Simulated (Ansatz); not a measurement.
# CHGeP (quintet): the correlation ladder, cc-pVDZ

The task here is to estimate one member of a computed series from the others.

Program: Ansatz 0.2.0, Gaussian basis. Level of theory: cc-pVDZ, core rule «outside noble gas», up to 20 orbitals frozen. These are calculated values, not measurements.

To be run: UHF; CCSD(T) on ROHF; CCSD(T) on UHF; BCCD(T) on ROHF; CISD; CCSDT(Q) on ROHF; CCSDT(Q) on UHF.

28 further runs of the same task are left out: 4 for a mislabelled method, 8 that didn't finish, 16 set aside as unsound or not needed.

## What is computed

The geometry is a PBE0/def2-TZVP stationary point (not a proven minimum) of the parent state, kept for this charge and spin. No spin-orbit coupling is included. The filled d shell of Ge may be among the frozen orbitals whatever the setting's name suggests; the logs give the count.

4 atoms, charge 0, spin multiplicity 5.

Atoms are counted from 1 here; the program's logs count them from 0.

Bond lengths: C1–P2 1.655 Å, P2–Ge3 2.229 Å, Ge3–H4 1.554 Å. Angles: C1–P2–Ge3 111.8°, P2–Ge3–H4 113.9°.

Set-up of the first run:

Input file in.yaml:

```yaml
crystal:
  periodic: [false, false, false]
  atoms:
    - {symbol: C, position_ang: [0.000000, -0.784213, 2.275657]}
    - {symbol: P, position_ang: [0.000000, 0.518760, 1.254642]}
    - {symbol: Ge, position_ang: [0.000000, -0.106539, -0.885057]}
    - {symbol: H, position_ang: [0.000000, 1.081369, -1.887679]}
basis:
  gaussian: {orbitals: cc-pVDZ}
magnetization: {spin_polarized: true, initial_magnetization: 4}
hamiltonian: {xc: hf}
output: {orbitals: {seedname: orbitals}}
```

Launch:

```console
> ansatz run in.yaml --threads 1 --pin off --events-out ev --progress --plain --max-ram 2393MiB
```

Among the steps run: UHF; CCSD(T) on ROHF; CCSD(T) on UHF; BCCD(T) on ROHF; CISD; CCSDT(Q) on ROHF; CCSDT(Q) on UHF.

One of the session's tables, all rows but one given; the rest of the session is left out.

```
   method  from RCCSDT(Q) (meV)
     ROHF               +8918.0
      UHF               +7888.5
     RMP2               +1691.4
     UMP2               +1851.2
     CISD               +1487.3
    RCCSD                     ?
    UCCSD                +452.0
 RCCSD(T)                 +95.8
 UCCSD(T)                +105.7
  BCCD(T)                 +97.6
   RCCSDT                 +40.1
   UCCSDT                 +23.0
RCCSDT(Q)                     0
UCCSDT(Q)                 -12.2
```

**Question.** Estimate the row for RCCSD.

**Answer.** from RCCSDT(Q) (meV): +502.5. In the column «from RCCSDT(Q) (meV)» it lies between UCCSD (+452.0) and CISD (+1487.3).

Caveats from the session: Restricted and unrestricted rows rest on different reference determinants; where their highest levels disagree by more than a few hundredths of an eV, they describe different states and don't form one ladder.
